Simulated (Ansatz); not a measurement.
**Ag: an axial (c/a) deformation path**

This session takes Ag and sets out to look for other minima along an axial (c/a) path.

Computed with Ansatz 0.2.0 (DFT r2SCAN, scalar-relativistic, plane waves, PAW, unless a step's input says otherwise).

2 further runs of the same task are left out: 2 set aside as unsound or not needed.

## Step 1: The structure to begin with

It takes space group R-3m (No. 166, trigonal). The conventional cell has a = 2.905 Å, b = 2.905 Å, c = 21.322 Å, α = 90.00°, β = 90.00°, γ = 120.00°. Ag (site symmetry -3m) has 12 Ag at 2.90 Å in its first shell of neighbours. Around Ag (site symmetry 3m) lie 12 Ag at 2.90 Å.

Structure file:

```cif
data_structure
_symmetry_space_group_name_H-M 'P 1'
_symmetry_Int_Tables_number 1
_cell_length_a 7.3024
_cell_length_b 7.3024
_cell_length_c 7.3024
_cell_angle_alpha 22.944
_cell_angle_beta 22.944
_cell_angle_gamma 22.944
_cell_volume 51.93
loop_
_atom_site_label
_atom_site_type_symbol
_atom_site_fract_x
_atom_site_fract_y
_atom_site_fract_z
_atom_site_occupancy
Ag1 Ag 0.00000 0.00000 0.00000 1
Ag2 Ag 0.77771 0.77771 0.77771 1
Ag3 Ag 0.22229 0.22229 0.22229 1
```

It goes back to an entry of the Materials Project, which need not be the stable form.

It is the result of an earlier relaxation at this level (volume 17.31 Å³/atom; gap on the mesh: none (metal)).

## Step 2: Zero of the scan

Contents of input.yaml:

```yaml
crystal:
  lattice:
    - [1.452353118, 0.8385164636, 7.1072646383]
    - [-1.452353118, 0.8385164636, 7.1072646383]
    - [0.0, -1.6770329273, 7.1072646382]
  atoms:
    - { symbol: Ag, position: [0.0, 0.0, 0.0] }
    - { symbol: Ag, position: [0.7777116989, 0.7777116989, 0.7777116989] }
    - { symbol: Ag, position: [0.2222883011, 0.2222883011, 0.2222883011] }
basis:
  ecutwfc: 500
kpoints:
  mp_grid: { grid: [24, 24, 24] }
hamiltonian:
  xc: r2scan
scf:
  occupations: { method: gaussian, width: 0.15 }
output:
  forces: true
  stress: true
  eigenvalues: true
```

Command:

```bash
$ ansatz run input.yaml --threads 1 --pin off --max-ram 2560MiB --backend cpu --events-out ev --progress --plain --runs-dir out
```

## Step 3: Next: an axial (c/a) deformation path

At fixed volume and fractional coordinates, lengths along (0.000, 0.000, 1.000) are scaled against those across it; ρ is that ratio over its starting value.

## Step 4: ρ = 0.850

Changes to input.yaml since step 2:

```diff
@@ -2,5 +2,5 @@
   lattice:
-    - [1.452353118, 0.8385164636, 7.1072646383]
-    - [-1.452353118, 0.8385164636, 7.1072646383]
-    - [0.0, -1.6770329273, 7.1072646382]
+    - [1.5332015378, 0.8851943204, 6.3774701878]
+    - [-1.5332015378, 0.8851943204, 6.3774701878]
+    - [0.0, -1.7703886414, 6.3774701878]
   atoms:
```

## Step 5: At ρ = 1.200

Changes to input.yaml since step 4:

```diff
@@ -2,5 +2,5 @@
   lattice:
-    - [1.5332015378, 0.8851943204, 6.3774701878]
-    - [-1.5332015378, 0.8851943204, 6.3774701878]
-    - [0.0, -1.7703886414, 6.3774701878]
+    - [1.3667166107, 0.7890742029, 8.0258305097]
+    - [-1.3667166107, 0.7890742029, 8.0258305097]
+    - [0.0, -1.5781484063, 8.0258305096]
   atoms:
```

## Step 6: Point ρ = 0.920

Changes to input.yaml since step 5:

```diff
@@ -2,5 +2,5 @@
   lattice:
-    - [1.3667166107, 0.7890742029, 8.0258305097]
-    - [-1.3667166107, 0.7890742029, 8.0258305097]
-    - [0.0, -1.5781484063, 8.0258305096]
+    - [1.4932858355, 0.862148979, 6.7229679089]
+    - [-1.4932858355, 0.862148979, 6.7229679089]
+    - [0.0, -1.7242979584, 6.7229679088]
   atoms:
```

## Step 7: ρ = 1.100

Changes to input.yaml since step 6:

```diff
@@ -2,5 +2,5 @@
   lattice:
-    - [1.4932858355, 0.862148979, 6.7229679089]
-    - [-1.4932858355, 0.862148979, 6.7229679089]
-    - [0.0, -1.7242979584, 6.7229679088]
+    - [1.4069370283, 0.8122954719, 7.5735170958]
+    - [-1.4069370283, 0.8122954719, 7.5735170958]
+    - [0.0, -1.6245909442, 7.5735170958]
   atoms:
```

(Steps that only read results are left out.)

Before running it: what results should come out? Wanted: highest point.

**Answer**, as computed:

| quantity | value |
| --- | --- |
| highest point | 119.5 meV/atom at ρ = 1.200 |

**Reading.** The undisturbed cell stays the lowest of the sampled points. No sampled point inside the path is a dip, apart from those named.
